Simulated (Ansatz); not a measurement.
# CoW2: the cost of one run

Program: Ansatz 0.2.0. Level of theory: DFT PBE, scalar-relativistic, plane waves, PAW. These are calculated values, not measurements.

1 further run of the same task is left out (it didn't finish).

## Step 1: Starting point

It takes space group Fd-3m (No. 227, cubic). The conventional cell has a = 6.975 Å, b = 6.975 Å, c = 6.975 Å, α = 90.00°, β = 90.00°, γ = 90.00°. Co (site symmetry -43m) has 12 W at 2.89 Å and 4 Co at 3.02 Å as nearest neighbours. Around W (site symmetry -3m) lie 6 W at 2.47 Å.

As a file:

```
Co W
1.0
     0.00000    3.48772    3.48772
     3.48772    0.00000    3.48772
     3.48772    3.48772    0.00000
Co W
2 4
Direct
  0.00000 0.00000 0.00000
  0.25000 0.25000 0.25000
  0.62500 0.62500 0.62500
  0.12500 0.62500 0.62500
  0.62500 0.62500 0.12500
  0.62500 0.12500 0.62500
```

This is candidate A: cubic Laves (C15) type (Fd-3m, No. 227).

(A quick probe on a coarse mesh, which set the mesh and smearing, is not shown.)

## Step 3: A loose first relaxation (candidate A)

File input.yaml:

```yaml
crystal:
  lattice:
    - [0.0, 3.4877243596, 3.4877243596]
    - [3.4877243596, 0.0, 3.4877243596]
    - [3.4877243596, 3.4877243596, 0.0]
  atoms:
    - { symbol: Co, position: [0.0, 0.0, 0.0], spin: 0.94 }
    - { symbol: Co, position: [0.25, 0.25, 0.25], spin: 0.94 }
    - { symbol: W, position: [0.625, 0.625, 0.625] }
    - { symbol: W, position: [0.125, 0.625, 0.625] }
    - { symbol: W, position: [0.625, 0.625, 0.125] }
    - { symbol: W, position: [0.625, 0.125, 0.625] }
basis:
  ecutwfc: 420
kpoints:
  mp_grid: { grid: [4, 4, 4] }
hamiltonian:
  xc: pbe
scf:
  occupations: { method: gaussian, width: 0.1 }
  lower_state_search: "off"
output:
  forces: true
  stress: true
  eigenvalues: true
  populations: true
magnetization:
  spin_polarized: true
relax:
  adjacent_minimum: "off"
  f_tol: 0.04
  max_steps: 70
  cell: { stress_tol: 0.4 }
```

Launch:

```console
> ansatz run input.yaml --threads 1 --pin off --max-ram 2560MiB --backend cpu --events-out ev --progress --plain --runs-dir out
```

**Question.** How long does this run take on 1 thread of Intel Xeon Platinum 8488C (Sapphire Rapids), shared host, and how much memory does it need?

About 26 s, with a peak of 0.47 GiB.
